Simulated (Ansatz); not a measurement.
**GeH2Br (sextet): the correlation ladder, cc-pVTZ**

One table from this session's results is given with a row withheld; the runs are named, their logs left out.

Computed with Ansatz 0.2.0, Gaussian basis. Level: cc-pVTZ, core rule «outside noble gas», up to 28 orbitals frozen.

To be run: UHF; CCSD(T) on ROHF; CCSD(T) on UHF; BCCD(T) on ROHF; CCSDT(Q) on ROHF; CCSDT(Q) on UHF; CASSCF and NEVPT2, 13 electrons in 10 orbitals.

8 further runs of the same task are left out: 2 for a known fault of the program, 1 that didn't finish, 5 set aside as unsound or not needed.

## The geometry

The geometry is a PBE0/def2-TZVP stationary point (not a proven minimum) of the parent state, kept for this charge and spin. No spin-orbit coupling is included. The filled d shell of Ge, Br may be among the frozen orbitals whatever the setting's name suggests; the logs give the count.

4 atoms, charge 0, spin multiplicity 6.

Atoms are counted from 1 here; the program's logs count them from 0.

Bond lengths: Ge1–Br2 2.790 Å, Ge1–H3 1.574 Å, Ge1–H4 1.646 Å. Angles: Br2–Ge1–H3 155.4°, Br2–Ge1–H4 44.3°, H3–Ge1–H4 111.1°.

Set-up of the first run:

The input, in.yaml:

```yaml
crystal:
  periodic: [false, false, false]
  atoms:
    - {symbol: Ge, position_ang: [-0.000002, 0.461112, 0.627548]}
    - {symbol: Br, position_ang: [-0.000001, 0.417603, -2.162594]}
    - {symbol: H, position_ang: [0.000013, -0.172647, 2.068221]}
    - {symbol: H, position_ang: [-0.000010, -0.706068, -0.533175]}
basis:
  gaussian: {orbitals: cc-pVTZ}
magnetization: {spin_polarized: true, initial_magnetization: 5}
hamiltonian: {xc: hf}
output: {orbitals: {seedname: orbitals}}
```

Launch:

```
> ansatz run in.yaml --threads 1 --pin off --events-out ev --progress --plain --max-ram 4096MiB --backend cpu
```

Among the steps run: UHF; CCSD(T) on ROHF; CCSD(T) on UHF; BCCD(T) on ROHF; CCSDT(Q) on ROHF; CCSDT(Q) on UHF; CASSCF and NEVPT2, 13 electrons in 10 orbitals.

One of the session's tables, all rows but one given; the rest of the session is left out.

| method | from RCCSDT(Q) (meV) |
| --- | --- |
| ROHF | +7674.9 |
| UHF | +7411.6 |
| RMP2 | +1303.2 |
| UMP2 | +1317.4 |
| RCCSD | +334.7 |
| UCCSD | +304.7 |
| RCCSD(T) | +50.0 |
| UCCSD(T) | ? |
| BCCD(T) | +50.0 |
| RCCSDT | +11.5 |
| UCCSDT | -12.6 |
| RCCSDT(Q) | 0 |
| UCCSDT(Q) | -24.3 |
| CASSCF valence | +7094.5 |
| NEVPT2 valence | +1711.9 |

Estimate the missing values for UCCSD(T).

**Answer.** from RCCSDT(Q) (meV): +27.6. In the column «from RCCSDT(Q) (meV)» it lies between RCCSDT (+11.5) and RCCSD(T) (+50.0).

To keep in mind: Restricted and unrestricted rows rest on different reference determinants; where their highest levels disagree by more than a few hundredths of an eV, they describe different states and don't form one ladder.
